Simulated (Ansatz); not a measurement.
# O: the cost of one run

All numbers below are computed with Ansatz 0.2.0 (DFT PBE+D3(BJ), plane waves, PAW, scalar-relativistic, collinear spin).

**1. The starting structure**

The cell holds 16 atoms (O16): a = 7.877 Å, b = 7.877 Å, c = 7.877 Å, α = 90.00°, β = 90.00°, γ = 90.00°.

Coordinates:

```
O
1.0
     7.87729    0.00000    0.00000
     0.00000    7.87729    0.00000
     0.00000    0.00000    7.87729
O
16
Cartesian
  1.3695 5.2358 8.0256
  1.3653 5.2414 6.7797
  3.2152 2.6118 2.3426
  3.3379 2.5669 1.1035
  0.2598 1.5380 6.2413
  1.2052 0.8920 5.7502
  0.1929 6.6445 4.1493
  -0.1598 7.3346 3.1738
  6.4191 1.0030 7.8459
  5.9042 -0.0294 7.3755
  3.2353 7.3657 7.5431
  3.3878 7.7750 6.3762
  5.0509 1.2019 4.9403
  5.5911 1.3762 3.8311
  3.0616 4.9029 4.4297
  2.8698 5.1161 3.2172
```

**2. Preparing the start**

Input file input.yaml:

```yaml
crystal:
  lattice:
    - [7.877294, 0.0, 0.0]
    - [0.0, 7.877294, 0.0]
    - [0.0, 0.0, 7.877294]
  atoms:
    - { symbol: O, position: [0.1738591, 0.6646754, 1.0188294], spin: 1.0 }
    - { symbol: O, position: [0.1733196, 0.6653772, 0.8606614], spin: 1.0 }
    - { symbol: O, position: [0.4081563, 0.3315637, 0.297387], spin: 1.0 }
    - { symbol: O, position: [0.4237377, 0.3258594, 0.1400891], spin: 1.0 }
    - { symbol: O, position: [0.0329759, 0.1952509, 0.7923117], spin: 1.0 }
    - { symbol: O, position: [0.1529993, 0.1132363, 0.7299746], spin: 1.0 }
    - { symbol: O, position: [0.0244828, 0.8434969, 0.5267429], spin: 1.0 }
    - { symbol: O, position: [-0.0202909, 0.9311112, 0.4029004], spin: 1.0 }
    - { symbol: O, position: [0.8148892, 0.1273331, 0.9960165], spin: 1.0 }
    - { symbol: O, position: [0.7495245, -0.0037382, 0.9363032], spin: 1.0 }
    - { symbol: O, position: [0.410718, 0.9350605, 0.9575811], spin: 1.0 }
    - { symbol: O, position: [0.4300653, 0.9870161, 0.8094452], spin: 1.0 }
    - { symbol: O, position: [0.6411975, 0.1525793, 0.6271516], spin: 1.0 }
    - { symbol: O, position: [0.709768, 0.1747093, 0.4863457], spin: 1.0 }
    - { symbol: O, position: [0.388667, 0.622413, 0.5623373], spin: 1.0 }
    - { symbol: O, position: [0.3643086, 0.649477, 0.4084148], spin: 1.0 }
magnetization:
  spin_polarized: true
basis:
  ecutwfc: 420.0
kpoints:
  mp_grid: { grid: [1, 1, 1] }
hamiltonian:
  xc: pbe
  dispersion: d3bj
scf:
  occupations: { method: fermi_dirac, width: 0.02 }
  lower_state_search: "off"
relax:
  f_tol: 0.3
  max_steps: 15
  adjacent_minimum: "off"
```

On the command line:

```console
$ ansatz run input.yaml --threads 1 --pin off --max-ram 3072MiB --backend cpu --events-out ev --progress --plain --runs-dir out
```

**Question.** How long does this run take on 1 thread of Arm Neoverse V1, shared host, and how much memory does it need?

About 27 s, with a peak of 0.51 GiB.
